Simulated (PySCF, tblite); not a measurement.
# C₆H₁₀F₂OSi: geometry, infrared bands and NMR shifts

Aim: predict the infrared bands and NMR shifts of C₆H₁₀F₂OSi (`C=CC/C(=C/O[SiH3])C(F)F`).

The runs use tblite 0.8.0 and PySCF 2.14.0, with density-fitted response routines of our own; the level of theory stands in each step. All values are computed, except where a source is named. Atoms count from 0, in the outputs and in this text.

## Step 1: The molecule as given

20 atoms, charge 0, multiplicity 1; geometry from: force field or distance geometry start.

Bonds of the start (Å): C0–C1 1.32, C1–C2 1.51, C2–C3 1.50, C3–C4 1.34, C4–O5 1.37, O5–Si6 1.67, C3–C7 1.50, C7–F8 1.36, C7–F9 1.37, C0–H10 1.09, C0–H11 1.09, C1–H12 1.11, C2–H13 1.10, C2–H14 1.09, C4–H15 1.09, Si6–H16 1.48, Si6–H17 1.49, Si6–H18 1.49, C7–H19 1.09.

## Step 2: Relaxing the molecule with GFN2-xTB

Job settings and geometry (Å):

```
{"job": {"kind": "relax", "xc": "GFN2-xTB", "basis": "xTB"}, "charge": 0, "multiplicity": 1}
C     -2.475600     1.952000    -0.111800
C     -1.913900     0.989900     0.603100
C     -1.676700    -0.424600     0.127100
C     -0.238200    -0.810200    -0.069000
C      0.802200     0.032700    -0.031700
O      2.095700    -0.378600    -0.218300
Si     3.358600     0.719100    -0.188600
C     -0.054000    -2.286300    -0.289000
F     -0.511900    -3.003300     0.776800
F     -0.809800    -2.698800    -1.353400
H     -2.826800     1.781400    -1.129700
H     -2.633200     2.944200     0.306500
H     -1.600900     1.204700     1.642300
H     -2.211300    -0.580300    -0.827000
H     -2.154600    -1.082000     0.860200
H      0.673300     1.101900     0.125500
H      3.173100     1.723400    -1.259100
H      4.641900    -0.002500    -0.387100
H      3.377600     1.417800     1.131000
H      0.979500    -2.589900    -0.470300
```

Started as:

```bash
$ OMP_NUM_THREADS=1 python probes_run.py task.json out
```

One launch serves the whole session: the jobs run in the order shown.

**Question.** This job is followed by: GFN2-xTB harmonic vibrations, gas phase; GIAO PBE0/pcSseg-1 NMR shielding, non-relativistic, gas phase. What will the session give for the following? strongest single infrared mode (GFN2-xTB); zero-point energy (GFN2-xTB); ¹³C shifts against TMS (PBE0/pcSseg-1); ¹H shifts against TMS (PBE0/pcSseg-1, means over atoms taken as alike); ¹⁷O shifts against H2O (PBE0/pcSseg-1); ²⁹Si shifts against TMS (PBE0/pcSseg-1); ¹⁹F shifts against CFCl3 (PBE0/pcSseg-1, means over atoms taken as alike).

The runs gave:

| quantity | value |
| --- | --- |
| strongest single infrared mode (GFN2-xTB) | 826 cm⁻¹, 450 km/mol |
| zero-point energy (GFN2-xTB) | 88.9 kcal/mol |
| ¹³C shifts against TMS (PBE0/pcSseg-1) | 148.2, 143.4, 125.5, 125.5, 116.6, 33.3 ppm |
| ¹H shifts against TMS (PBE0/pcSseg-1, means over atoms taken as alike) | 7.25, 6.24, 6.10, 5.58, 5.48, 5.03, 3.17 ppm |
| ¹⁷O shifts against H2O (PBE0/pcSseg-1) | 83.6 ppm |
| ²⁹Si shifts against TMS (PBE0/pcSseg-1) | -33.2 ppm |
| ¹⁹F shifts against CFCl3 (PBE0/pcSseg-1, means over atoms taken as alike) | -142.8 ppm |

In words: Relaxing lowered the energy by 0.197 eV in 90 steps; the close pair that moved most is O5–Si6, from 1.674 to 1.636 Å. All 54 modes are real, so the xTB geometry is a minimum. The strongest single mode, at 826 cm⁻¹, is carried by H16, H18, Si6, H17. Unscaled tight-binding wavenumbers are off by several per cent, some by more. Its intensities can rank the bands wrongly. H19 (hydrogen on an allylic sp3 CH bonded to 2 F) lies farthest downfield among hydrogen, at 7.25 ppm; its carbon carries F, which withdraws density. At PBE0/pcSseg-1: The largest span, 239 ppm, is at C1, where the paramagnetic term is -214 ppm.
